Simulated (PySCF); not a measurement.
# C₃H₇GeN: NMR shifts at several levels of theory, part 2 of 2

PySCF 2.14.0. Atoms count from 0.

## 6. Nuclear shieldings: PBE0/cc-pVTZ

Job settings and geometry (Å):

```
{"job": {"kind": "nmr", "xc": "PBE0", "basis": "cc-pVTZ", "pop": true}, "charge": 0, "multiplicity": 1}
C     -1.229396    -0.647620     0.615650
C     -0.643843     0.114035    -0.566491
Ge     1.130858     0.842590    -0.211670
C      2.261123    -0.654608     0.259270
N      2.902188    -1.579714     0.538842
H     -2.221513    -1.057714     0.371090
H     -1.350535    -0.000492     1.498479
H     -0.586802    -1.491616     0.910779
H     -0.553095    -0.534288    -1.452880
H     -1.288218     0.959088    -0.859907
H      1.155621     1.784053     1.001903
H      1.779951     1.506093    -1.434165
```

Level: GIAO PBE0/cc-pVTZ NMR shielding, non-relativistic, gas phase.

Log:

```text
coarse grid: 45384 points
cycle   1  E = -2249.8237551707  dE = -3.332e-01  |g| = 6.205e-01  |ddm| = 6.632e+00
cycle   2  E = -2249.6832091113  dE =  1.405e-01  |g| = 1.004e+00  |ddm| = 1.786e+00
cycle   3  E = -2249.8796413814  dE = -1.964e-01  |g| = 2.857e-01  |ddm| = 1.231e+00
cycle   4  E = -2249.8959576236  dE = -1.632e-02  |g| = 3.891e-02  |ddm| = 3.280e-01
cycle   5  E = -2249.8962460921  dE = -2.885e-04  |g| = 1.438e-02  |ddm| = 6.317e-02
cycle   6  E = -2249.8962967581  dE = -5.067e-05  |g| = 2.186e-03  |ddm| = 2.341e-02
cycle   7  E = -2249.8962979167  dE = -1.159e-06  |g| = 4.044e-04  |ddm| = 3.887e-03
final grid: 95264 points
cycle   8  E = -2249.8962948398  dE = -7.207e-08  |g| = 4.264e-04  |ddm| = 4.251e-03
cycle   9  E = -2249.8962948278  dE =  1.197e-08  |g| = 4.930e-04  |ddm| = 1.359e-03
cycle  10  E = -2249.8962948832  dE = -5.537e-08  |g| = 6.062e-05  |ddm| = 7.205e-04
cycle  11  E = -2249.8962948838  dE = -6.562e-10  |g| = 3.142e-05  |ddm| = 9.084e-05
converged SCF energy = -2249.8962948838

GIAO shielding tensors (ppm)
atom      isotropic    diamagn.    paramagn.     s11        s22        s33       span
  0 C      176.478     243.005     -66.527    168.402    171.188    189.842     21.440
  1 C      178.992     240.990     -61.998    174.350    177.036    185.590     11.240
  2 Ge    1582.222    2755.912   -1173.690   1513.495   1537.815   1695.357    181.862
  3 C       65.167     265.127    -199.960    -49.444    -45.274    290.218    339.662
  4 N      -93.292     334.021    -427.313   -296.278   -289.509    305.911    602.189
  5 H       29.859      29.228       0.631     24.814     27.064     37.700     12.886
  6 H       30.314      30.252       0.062     25.828     28.440     36.673     10.845
  7 H       29.865      30.982      -1.117     24.879     29.332     35.384     10.505
  8 H       30.128      29.936       0.191     25.038     28.505     36.840     11.803
  9 H       30.367      29.411       0.956     24.973     28.513     37.617     12.644
 10 H       27.013      28.497      -1.484     21.187     22.108     37.744     16.557
 11 H       26.814      27.751      -0.937     20.505     21.759     38.177     17.672
```

Wall time 56 s (1 thread of Arm Neoverse N1, shared host); peak memory 1 GiB.

Key values: δ C3 122.1, C0 10.8, C1 8.3, Ge2 -167, H10 4.38, H5 1.28 ppm (means over like atoms).

## 7. NMR shieldings: PBE0/aug-cc-pVDZ

Settings changed since step 6:

```diff
@@ -1,2 +1,2 @@
-{"job": {"kind": "nmr", "xc": "PBE0", "basis": "cc-pVTZ", "pop": true}, "charge": 0, "multiplicity": 1}
+{"job": {"kind": "nmr", "xc": "PBE0", "basis": "aug-cc-pVDZ", "pop": true}, "charge": 0, "multiplicity": 1}
 C     -1.229396    -0.647620     0.615650
```

With the program's defaults for keys left out, this is: GIAO PBE0/aug-cc-pVDZ NMR shielding, non-relativistic, gas phase.

Log:

```text
coarse grid: 45384 points
cycle   1  E = -2249.7294992832  dE = -3.081e-01  |g| = 4.640e-01  |ddm| = 7.565e+00
cycle   2  E = -2249.6043064448  dE =  1.252e-01  |g| = 8.640e-01  |ddm| = 2.194e+00
cycle   3  E = -2249.7782713537  dE = -1.740e-01  |g| = 1.822e-01  |ddm| = 1.317e+00
cycle   4  E = -2249.7855897695  dE = -7.318e-03  |g| = 3.496e-02  |ddm| = 3.197e-01
cycle   5  E = -2249.7858673807  dE = -2.776e-04  |g| = 1.084e-02  |ddm| = 7.564e-02
cycle   6  E = -2249.7858977210  dE = -3.034e-05  |g| = 1.800e-03  |ddm| = 2.684e-02
cycle   7  E = -2249.7858985758  dE = -8.549e-07  |g| = 4.065e-04  |ddm| = 4.022e-03
final grid: 95264 points
cycle   8  E = -2249.7859132971  dE = -6.317e-08  |g| = 5.024e-04  |ddm| = 1.044e-02
cycle   9  E = -2249.7859132141  dE =  8.305e-08  |g| = 7.868e-04  |ddm| = 2.074e-03
cycle  10  E = -2249.7859133485  dE = -1.344e-07  |g| = 2.228e-04  |ddm| = 1.219e-03
cycle  11  E = -2249.7859133596  dE = -1.111e-08  |g| = 1.196e-05  |ddm| = 2.819e-04
cycle  12  E = -2249.7859133596  dE = -2.910e-11  |g| = 5.468e-06  |ddm| = 4.002e-05
converged SCF energy = -2249.7859133596

GIAO shielding tensors (ppm)
atom      isotropic    diamagn.    paramagn.     s11        s22        s33       span
  0 C      184.239     202.384     -18.145    176.513    179.039    197.164     20.651
  1 C      185.351     210.188     -24.837    180.331    184.107    191.615     11.284
  2 Ge    1690.975    2755.685   -1064.710   1621.885   1653.112   1797.929    176.044
  3 C       75.856     263.934    -188.078    -33.513    -29.366    290.446    323.959
  4 N      -59.669     312.826    -372.495   -247.628   -240.379    309.000    556.627
  5 H       29.905      28.124       1.781     24.928     27.137     37.649     12.721
  6 H       30.370      26.745       3.624     25.943     28.498     36.669     10.726
  7 H       29.931      27.226       2.705     25.027     29.427     35.338     10.311
  8 H       30.172      27.210       2.963     25.117     28.610     36.790     11.673
  9 H       30.391      30.468      -0.076     25.044     28.600     37.530     12.486
 10 H       26.900      25.620       1.280     21.000     21.963     37.738     16.738
 11 H       26.690      24.884       1.806     20.290     21.598     38.183     17.893
```

Wall time 36 s (1 thread of Arm Neoverse N1, shared host); peak memory 0.9 GiB.

Key values: δ C3 119.3, C0 10.9, C1 9.8, Ge2 -177, H10 4.60, H5 1.33 ppm (means over like atoms).

## 8. NMR shieldings: PBE0/pcSseg-0

Settings changed since step 7:

```diff
@@ -1,2 +1,2 @@
-{"job": {"kind": "nmr", "xc": "PBE0", "basis": "aug-cc-pVDZ", "pop": true}, "charge": 0, "multiplicity": 1}
+{"job": {"kind": "nmr", "xc": "PBE0", "basis": "pcSseg-0", "pop": true}, "charge": 0, "multiplicity": 1}
 C     -1.229396    -0.647620     0.615650
```

Method: GIAO PBE0/pcSseg-0 NMR shielding, non-relativistic, gas phase.

Log:

```text
coarse grid: 45384 points
cycle   1  E = -2246.9843858717  dE = -8.549e-01  |g| = 3.977e-01  |ddm| = 3.556e+00
cycle   2  E = -2246.8893463155  dE =  9.504e-02  |g| = 7.632e-01  |ddm| = 1.267e+00
cycle   3  E = -2247.0198141445  dE = -1.305e-01  |g| = 1.439e-01  |ddm| = 7.743e-01
cycle   4  E = -2247.0240920245  dE = -4.278e-03  |g| = 3.621e-02  |ddm| = 1.545e-01
cycle   5  E = -2247.0244012051  dE = -3.092e-04  |g| = 7.437e-03  |ddm| = 4.428e-02
cycle   6  E = -2247.0244152500  dE = -1.404e-05  |g| = 1.343e-03  |ddm| = 1.160e-02
cycle   7  E = -2247.0244156648  dE = -4.147e-07  |g| = 4.505e-04  |ddm| = 1.749e-03
final grid: 95264 points
cycle   8  E = -2247.0244172392  dE = -2.013e-08  |g| = 4.870e-04  |ddm| = 1.400e-03
cycle   9  E = -2247.0244172241  dE =  1.513e-08  |g| = 5.457e-04  |ddm| = 9.591e-04
cycle  10  E = -2247.0244172967  dE = -7.262e-08  |g| = 4.494e-05  |ddm| = 5.174e-04
cycle  11  E = -2247.0244172971  dE = -3.774e-10  |g| = 1.818e-05  |ddm| = 4.805e-05
converged SCF energy = -2247.0244172971

GIAO shielding tensors (ppm)
atom      isotropic    diamagn.    paramagn.     s11        s22        s33       span
  0 C      181.552     246.780     -65.228    172.972    176.058    195.625     22.654
  1 C      189.218     251.281     -62.063    183.642    187.569    196.442     12.800
  2 Ge    1730.095    2739.323   -1009.228   1670.857   1673.190   1846.238    175.382
  3 C       57.583     280.380    -222.797    -61.507    -58.068    292.326    353.834
  4 N     -111.673     324.538    -436.211   -324.768   -317.705    307.455    632.222
  5 H       31.237      29.412       1.824     25.708     28.369     39.634     13.926
  6 H       31.769      29.441       2.328     27.037     29.888     38.383     11.345
  7 H       31.435      29.944       1.491     26.088     31.039     37.179     11.092
  8 H       31.830      30.982       0.848     26.369     30.058     39.064     12.695
  9 H       32.303      31.050       1.252     26.347     30.184     40.377     14.029
 10 H       27.803      27.045       0.758     21.449     23.384     38.575     17.126
 11 H       27.690      27.018       0.672     20.789     23.057     39.224     18.435
```

Wall time 9.5 s (1 thread of Arm Neoverse N1, shared host); peak memory 0.46 GiB.

This run: δ C3 135.9, C0 12.0, C1 4.3, Ge2 -182, H10 5.09, H5 1.35 ppm (means over like atoms).

## 9. NMR shieldings: PBE0/pcSseg-2

Settings changed since step 8:

```diff
@@ -1,2 +1,2 @@
-{"job": {"kind": "nmr", "xc": "PBE0", "basis": "pcSseg-0", "pop": true}, "charge": 0, "multiplicity": 1}
+{"job": {"kind": "nmr", "xc": "PBE0", "basis": "pcSseg-2", "pop": true}, "charge": 0, "multiplicity": 1}
 C     -1.229396    -0.647620     0.615650
```

Method: GIAO PBE0/pcSseg-2 NMR shielding, non-relativistic, gas phase.

Log:

```text
coarse grid: 45384 points
cycle   1  E = -2249.8039958795  dE = -4.424e-01  |g| = 1.114e+00  |ddm| = 2.323e+00
cycle   2  E = -2249.6249263488  dE =  1.791e-01  |g| = 1.495e+00  |ddm| = 8.777e-01
cycle   3  E = -2249.8652684753  dE = -2.403e-01  |g| = 4.167e-01  |ddm| = 6.921e-01
cycle   4  E = -2249.8999392911  dE = -3.467e-02  |g| = 1.263e-01  |ddm| = 2.120e-01
cycle   5  E = -2249.9025900901  dE = -2.651e-03  |g| = 9.703e-03  |ddm| = 5.179e-02
cycle   6  E = -2249.9026054553  dE = -1.537e-05  |g| = 4.438e-03  |ddm| = 8.817e-03
cycle   7  E = -2249.9026101844  dE = -4.729e-06  |g| = 9.305e-04  |ddm| = 3.306e-03
final grid: 95264 points
cycle   8  E = -2249.9026249856  dE =  1.155e-07  |g| = 1.318e-03  |ddm| = 3.022e-03
cycle   9  E = -2249.9026240573  dE =  9.284e-07  |g| = 2.445e-03  |ddm| = 1.841e-03
cycle  10  E = -2249.9026253242  dE = -1.267e-06  |g| = 5.111e-04  |ddm| = 1.205e-03
cycle  11  E = -2249.9026253814  dE = -5.719e-08  |g| = 3.211e-05  |ddm| = 2.458e-04
cycle  12  E = -2249.9026253816  dE = -2.419e-10  |g| = 7.326e-06  |ddm| = 2.536e-05
converged SCF energy = -2249.9026253816

GIAO shielding tensors (ppm)
atom      isotropic    diamagn.    paramagn.     s11        s22        s33       span
  0 C      172.775     240.782     -68.007    164.416    167.464    186.445     22.029
  1 C      175.474     241.969     -66.494    170.747    173.515    182.162     11.415
  2 Ge    1515.505    2757.858   -1242.352   1445.568   1467.305   1633.643    188.075
  3 C       55.887     260.986    -205.100    -63.610    -59.245    290.515    354.126
  4 N     -103.932     332.409    -436.341   -312.160   -304.631    304.995    617.155
  5 H       29.802      28.389       1.413     24.712     27.012     37.682     12.970
  6 H       30.249      30.099       0.150     25.690     28.368     36.690     11.001
  7 H       29.797      30.820      -1.024     24.750     29.262     35.378     10.627
  8 H       30.072      30.290      -0.219     24.933     28.432     36.850     11.917
  9 H       30.308      29.699       0.609     24.880     28.441     37.603     12.723
 10 H       26.994      29.115      -2.121     21.151     22.070     37.762     16.612
 11 H       26.794      28.298      -1.504     20.471     21.728     38.182     17.711
```

It took 75 s on 1 thread of Arm Neoverse N1, shared host; peak memory 1.4 GiB.

This run: δ C3 128.2, C0 11.4, C1 8.7, Ge2 -178, H10 4.35, H5 1.30 ppm (means over like atoms).

## 10. Comparing the runs: NMR shifts

Shifts (ppm) of some atoms, chosen among heavy atoms and hydrogens apart, means over like atoms, with basis size and wall time:

```csv
run,C3,C0,C1,H10,H8,Ge2,N4,functions,time
PBE0/6-31G*,110.5,11.5,8.5,4.59,0.99,-136,320.0,102,16 s
PBE0/def2-SVP,115.1,10.3,6.6,4.31,0.84,-201,338.2,123,18 s
PBE0/def2-TZVP,123.6,11.0,8.6,4.55,1.00,-173,360.5,214,41 s
PBE0/cc-pVDZ,115.7,12.0,9.5,4.35,0.97,-165,339.5,118,19 s
PBE0/cc-pVTZ,122.1,10.8,8.3,4.38,1.04,-167,360.1,261,56 s
PBE0/aug-cc-pVDZ,119.3,10.9,9.8,4.60,1.11,-177,329.5,191,36 s
PBE0/pcSseg-0,135.9,12.0,4.3,5.09,0.77,-182,377.7,75,9.5 s
PBE0/pcSseg-2,128.2,11.4,8.7,4.35,1.06,-178,365.6,305,75 s
```

## 11. Summary of results

This closing draws on all 2 parts.

```
                                                            quantity                 value
                                13C shifts against TMS (PBE0/6-31G*)  110.5, 11.5, 8.5 ppm
1H shifts against TMS (PBE0/6-31G*, means over atoms taken as alike)  4.59, 1.32, 0.99 ppm
                             73Ge shifts against GeMe4 (PBE0/6-31G*)              -136 ppm
                                15N shifts against NH3 (PBE0/6-31G*)             320.0 ppm
                                           range of the shift of Ge2      -201 to -136 ppm
```

What this shows: Single values in the summary come from the first sound run of each kind (PBE0/6-31G*), which need not be the best level. At PBE0/6-31G*: The widest tensor belongs to N4: span 556 ppm, with a paramagnetic part of -397 ppm. In ppm, Ge2 moves most: its shift spreads over 66 ppm, from -201 (PBE0/def2-SVP) to -136 (PBE0/6-31G*). Most of that comes from the computed reference, not from the atom's own shielding. Spin-orbit coupling is left out, which matters for shieldings and couplings at and beside the heavy atoms.
